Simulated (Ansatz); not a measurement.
# C₃H₆ClGa: basis-set convergence

An exercise on one series of results from a longer session: the logs are not shown, and one member is left open.

The runs use Ansatz 0.2.0, Gaussian basis; one geometry, several basis sets.

Levels to be run: PBE0-D4/def2-SVP; ωB97M-V/def2-SVP; PBE0-D4/def2-QZVPP; ωB97M-V/def2-QZVPP; the functionals' def2-TZVPP values are taken from earlier runs.

## The relaxed structure

The geometry comes from an earlier relaxation with PBE0-D4 in a triple-zeta def2 set; it is a stationary point, not always the lowest conformer.

11 atoms, charge 0, spin multiplicity 1.

Atoms are counted from 1 here; the program's logs count them from 0.

Bond lengths: C1–C2 1.332 Å, C1–H6 1.087 Å, C1–H7 1.088 Å, C2–Ga3 1.942 Å, C2–H8 1.089 Å, Ga3–C4 1.952 Å, Ga3–Cl5 2.171 Å, C4–H9 1.092 Å, C4–H10 1.091 Å, C4–H11 1.092 Å. Angles: C2–C1–H6 121.6°, C2–C1–H7 122.2°, H6–C1–H7 116.2°, C1–C2–Ga3 121.4°, C1–C2–H8 118.4°, Ga3–C2–H8 120.2°, C2–Ga3–C4 132.5°, C2–Ga3–Cl5 112.6°, C4–Ga3–Cl5 114.9°, Ga3–C4–H9 109.5°, Ga3–C4–H10 112.2°, Ga3–C4–H11 109.5°, H9–C4–H10 109.0°, H9–C4–H11 107.4°, H10–C4–H11 109.0°.

Set-up of the first run:

Input file in.yaml:

```yaml
crystal:
  periodic: [false, false, false]
  atoms:
    - {symbol: C, position_ang: [-1.761282, 0.766079, -1.485309]}
    - {symbol: C, position_ang: [-1.190837, -0.160536, -0.717898]}
    - {symbol: Ga, position_ang: [0.469059, 0.190997, 0.227482]}
    - {symbol: C, position_ang: [1.567825, -0.900564, 1.415213]}
    - {symbol: Cl, position_ang: [1.222285, 2.196318, -0.126137]}
    - {symbol: H, position_ang: [-1.320604, 1.751399, -1.611650]}
    - {symbol: H, position_ang: [-2.690813, 0.583017, -2.020122]}
    - {symbol: H, position_ang: [-1.677695, -1.130119, -0.628691]}
    - {symbol: H, position_ang: [1.652718, -0.409639, 2.387166]}
    - {symbol: H, position_ang: [1.153797, -1.899497, 1.556656]}
    - {symbol: H, position_ang: [2.575548, -0.987435, 1.003279]}
basis:
  gaussian: {orbitals: def2-SVP}
hamiltonian: {xc: pbe0, dispersion: d4}
output: {orbitals: {seedname: orbitals}}
```

Started as:

```
> ansatz run in.yaml --threads 4 --pin off --events-out ev --progress --plain --max-ram 10444MiB
```

Steps of the session up to this table: PBE0-D4 in def2-SVP; ωB97M-V in def2-SVP; PBE0-D4 in def2-QZVPP; ωB97M-V in def2-QZVPP.

One table of the session follows, with a row left open; its other results are not shown here.

It belongs to the step «Functionals by basis». 

```
functional       basis  HOMO (eV)  LUMO (eV)
   PBE0-D4    def2-SVP      -7.85      -1.38
   PBE0-D4  def2-TZVPP      -7.95      -1.51
   PBE0-D4  def2-QZVPP      -7.97      -1.55
   ωB97M-V    def2-SVP     -10.02       0.51
   ωB97M-V  def2-TZVPP     -10.14       0.33
   ωB97M-V  def2-QZVPP          ?          ?
```

Q: Estimate the row for ωB97M-V, def2-QZVPP from the others.

As computed: HOMO (eV): -10.17; LUMO (eV): 0.23. In the column «HOMO (eV)» it is the lowest.
